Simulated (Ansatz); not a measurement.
# GeH₂: a ladder of functionals and wavefunction methods

Aim: compute GeH₂ with functionals from several rungs and with coupled cluster. The yardstick is the atomisation energy at the CCSD(T) limit.

The runs use Ansatz 0.2.0, Gaussian basis; functionals in def2-TZVPP, the program's frozen cores in correlated methods.

Plan: LDA (SPW92), PBE-D4, revPBE-D4, BLYP-D4, r2SCAN-D4, B97M-V, PBE0-D4, B3LYP-D4, r2SCANh-D4, r2SCAN0-D4, HSE06-D4, BHLYP-D4, CAM-B3LYP-D4, LC-ωPBE, ωB97X-V, ωB97M-V, B2PLYP, PBE-QIDH; CCSD(T)/def2-SVP; CCSD(T)/def2-TZVPP; CCSD(T)/def2-QZVPP; extrapolation to the limit; RPA on PBE.

### 1 Structure used throughout

An earlier PBE0-D4 in a triple-zeta def2 set relaxation fixed the geometry.

SMILES `[GeH2]`, 3 atoms, charge 0, spin multiplicity 1.

Atoms are counted from 1 here; the program's logs count them from 0.

Bond lengths: Ge1–H2 1.594 Å, Ge1–H3 1.594 Å. Angles: H2–Ge1–H3 90.6°.

### 2 LDA

This LDA is Slater exchange with PW92 correlation.

File in.yaml:

```yaml
crystal:
  periodic: [false, false, false]
  atoms:
    - {symbol: Ge, position_ang: [-0.570072, 0.405149, -0.263665]}
    - {symbol: H, position_ang: [0.783021, 0.743579, 0.508979]}
    - {symbol: H, position_ang: [-0.212949, -1.148718, -0.245324]}
basis:
  gaussian: {orbitals: def2-TZVPP}
hamiltonian: {xc: lda}
output: {orbitals: {seedname: orbitals}}
```

Run with:

```
$ ansatz run in.yaml --threads 2 --pin off --events-out ev --progress --plain --max-ram 32768MiB --backend cpu
```

The runs that follow: PBE-D4 (GGA); revPBE-D4 (GGA); BLYP-D4 (GGA); r2SCAN-D4 (meta-GGA); B97M-V (meta-GGA); PBE0-D4 (hybrid); B3LYP-D4 (hybrid); r2SCANh-D4 (hybrid); r2SCAN0-D4 (hybrid); HSE06-D4 (hybrid); BHLYP-D4 (hybrid); CAM-B3LYP-D4 (range-separated); LC-ωPBE (range-separated); ωB97X-V (range-separated); ωB97M-V (range-separated); B2PLYP (double hybrid); PBE-QIDH (double hybrid); CCSD(T) in def2-SVP; CCSD(T) in def2-TZVPP; CCSD(T) in def2-QZVPP; RPA on PBE orbitals.

Q: Predict the results of all the runs planned. Wanted: atomisation energy, CCSD(T)/CBS; farthest beyond LDA; mean size of error, GGA; mean size of error, meta-GGA; mean size of error, hybrid; mean size of error, range-separated; mean size of error, double hybrid; gap, smallest and largest; T1 diagnostic.

The runs gave:

```
                               quantity                                     value
        atomisation energy, CCSD(T)/CBS                                  6.238 eV
    functionals within 0.062 eV (1.0 %)  BLYP-D4, B3LYP-D4, CAM-B3LYP-D4, ωB97X-V
                    farthest beyond LDA                       LC-ωPBE (-0.338 eV)
                mean size of error, GGA                                  0.160 eV
           mean size of error, meta-GGA                                  0.130 eV
             mean size of error, hybrid                                  0.186 eV
    mean size of error, range-separated                                  0.114 eV
      mean size of error, double hybrid                                  0.227 eV
              gap, smallest and largest  1.78 eV (LDA (SPW92)), 8.73 eV (LC-ωPBE)
                          T1 diagnostic                                    0.0119
triples share of the correlation energy                                     3.1 %
```

The LDA atomisation energy is off by 0.647 eV (10 %): it overbinds. PBE-D4 is off by -0.193 eV. Double hybrids carry the basis error of their MP2 part in triple zeta, and no dispersion term here, so their miss is partly the set-up's. By mean error the best rung here is range-separated (0.114 eV) and the worst beyond LDA is double hybrid (0.227 eV). The gap between the best rungs is small, so their order is not settled. The reference freezes the cores and leaves out relativity and excitations past (T), and its outer-core shells are covered unevenly, so misses under about 0.062 eV can't be ranked. Hartree-Fock recovers 68 % of the binding; the rest is correlation. CCSD(T) in def2-SVP is off by -0.489 eV, so the small basis spoils what the method gains. The gap grows from 1.8 to 8.7 eV across the functionals, mostly with the share of exact exchange. The restricted reference is unstable towards a spin-broken one. Correlated methods include outer-core shells of Ge, which these sets cover unevenly.
